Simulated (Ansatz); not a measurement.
# C₂H₃FTe: a ladder of functionals and wavefunction methods

Aim: compute C₂H₃FTe with functionals from several rungs and with coupled cluster. The yardstick is the atomisation energy at the CCSD(T) limit.

Computed with Ansatz 0.2.0, Gaussian basis. Level: functionals in def2-TZVPP, the program's frozen cores in correlated methods.

Levels to be run: LDA (SPW92), PBE-D4, revPBE-D4, BLYP-D4, r2SCAN-D4, B97M-V, PBE0-D4, B3LYP-D4, r2SCANh-D4, r2SCAN0-D4, HSE06-D4, BHLYP-D4, CAM-B3LYP-D4, LC-ωPBE, ωB97X-V, ωB97M-V, B2PLYP, PBE-QIDH; CCSD(T)/def2-SVP; CCSD(T)/def2-TZVPP; MP2/def2-QZVPP; extrapolation to the limit; RPA on PBE.

## 1. The relaxed structure

The geometry comes from an earlier relaxation with PBE0-D4 in a triple-zeta def2 set; it is a stationary point, not always the lowest conformer. Te takes the def2 core potential; no spin-orbit term is included.

SMILES `FC1C[Te]1`, 7 atoms, charge 0, spin multiplicity 1.

Atoms are counted from 1 here; the program's logs count them from 0.

Bond lengths: F1–C2 1.346 Å, C2–C3 1.450 Å, C2–Te4 2.183 Å, C2–H5 1.084 Å, C3–Te4 2.183 Å, C3–H6 1.083 Å, C3–H7 1.083 Å. Angles: F1–C2–C3 117.4°, F1–C2–Te4 117.6°, F1–C2–H5 111.8°, C3–C2–Te4 70.6°, C3–C2–H5 120.8°, Te4–C2–H5 112.8°, C2–C3–Te4 70.6°, C2–C3–H6 118.6°, C2–C3–H7 116.6°, Te4–C3–H6 113.4°, Te4–C3–H7 112.8°, H6–C3–H7 116.3°, C2–Te4–C3 38.8°.

## 2. LDA

This LDA is Slater exchange with PW92 correlation.

in.yaml reads:

```yaml
crystal:
  periodic: [false, false, false]
  atoms:
    - {symbol: F, position_ang: [-1.122125, -0.980953, 0.990168]}
    - {symbol: C, position_ang: [-0.325680, -0.636009, -0.039027]}
    - {symbol: C, position_ang: [0.537208, 0.514769, 0.141624]}
    - {symbol: Te, position_ang: [-0.998200, 0.985196, -1.336948]}
    - {symbol: H, position_ang: [0.015502, -1.503538, -0.593050]}
    - {symbol: H, position_ang: [1.537430, 0.482240, -0.271975]}
    - {symbol: H, position_ang: [0.417065, 1.070296, 1.063608]}
basis:
  gaussian: {orbitals: def2-TZVPP}
hamiltonian: {xc: lda}
output: {orbitals: {seedname: orbitals}}
```

The run is started by

```
> ansatz run in.yaml --threads 2 --pin off --events-out ev --progress --plain --max-ram 4352MiB
```

The runs that follow: PBE-D4 (GGA); revPBE-D4 (GGA); BLYP-D4 (GGA); r2SCAN-D4 (meta-GGA); B97M-V (meta-GGA); PBE0-D4 (hybrid); B3LYP-D4 (hybrid); r2SCANh-D4 (hybrid); r2SCAN0-D4 (hybrid); HSE06-D4 (hybrid); BHLYP-D4 (hybrid); CAM-B3LYP-D4 (range-separated); LC-ωPBE (range-separated); ωB97X-V (range-separated); ωB97M-V (range-separated); B2PLYP (double hybrid); PBE-QIDH (double hybrid); CCSD(T) in def2-SVP; CCSD(T) in def2-TZVPP; MP2 in def2-QZVPP; RPA on PBE orbitals.

Q: Predict the results of all the runs planned. Wanted: atomisation energy, CCSD(T)/CBS; farthest beyond LDA; mean size of error, GGA; mean size of error, meta-GGA; mean size of error, hybrid; mean size of error, range-separated; mean size of error, double hybrid; gap, smallest and largest; T1 diagnostic.

The runs gave:

```
                               quantity                                                                                                                     value
        atomisation energy, CCSD(T)/CBS                                                                                                            602.9 kcal/mol
functionals within 6.0 kcal/mol (1.0 %)  revPBE-D4, BLYP-D4, r2SCAN-D4, B97M-V, PBE0-D4, B3LYP-D4, r2SCANh-D4, HSE06-D4, CAM-B3LYP-D4, ωB97X-V, ωB97M-V, PBE-QIDH
                    farthest beyond LDA                                                                                                 BHLYP-D4 (-31.2 kcal/mol)
                mean size of error, GGA                                                                                                              8.6 kcal/mol
           mean size of error, meta-GGA                                                                                                              1.5 kcal/mol
             mean size of error, hybrid                                                                                                             10.3 kcal/mol
    mean size of error, range-separated                                                                                                              4.9 kcal/mol
      mean size of error, double hybrid                                                                                                              7.2 kcal/mol
              gap, smallest and largest                                                                                      2.97 eV (BLYP-D4), 9.50 eV (LC-ωPBE)
                          T1 diagnostic                                                                                                                    0.0116
triples share of the correlation energy                                                                                                                     3.4 %
```

**Reading.** LDA overbinds by 109.3 kcal/mol (18 %). PBE-D4 misses by +22.2 kcal/mol. Double hybrids carry the basis error of their MP2 part in triple zeta, and no dispersion term here, so their miss is partly the set-up's. The rungs meta-GGA, range-separated miss on average by less than the doubt on the reference (6.0 kcal/mol), so they tie. Misses under about 6.0 kcal/mol are within the doubt on the reference itself, which lacks core-valence correlation, spin-orbit coupling and higher excitations, and its outer-core shells are covered unevenly. All levels share the lack of spin-orbit coupling, which lowers the free heavy atoms and so the true binding. Hartree-Fock recovers 67 % of the binding; the rest is correlation. CCSD(T) in def2-SVP is off by -42.4 kcal/mol, so the small basis spoils what the method gains. Orbital gaps span 3.0 to 9.5 eV; exact exchange widens them. Correlated methods include outer-core shells of Te, which these sets cover unevenly.
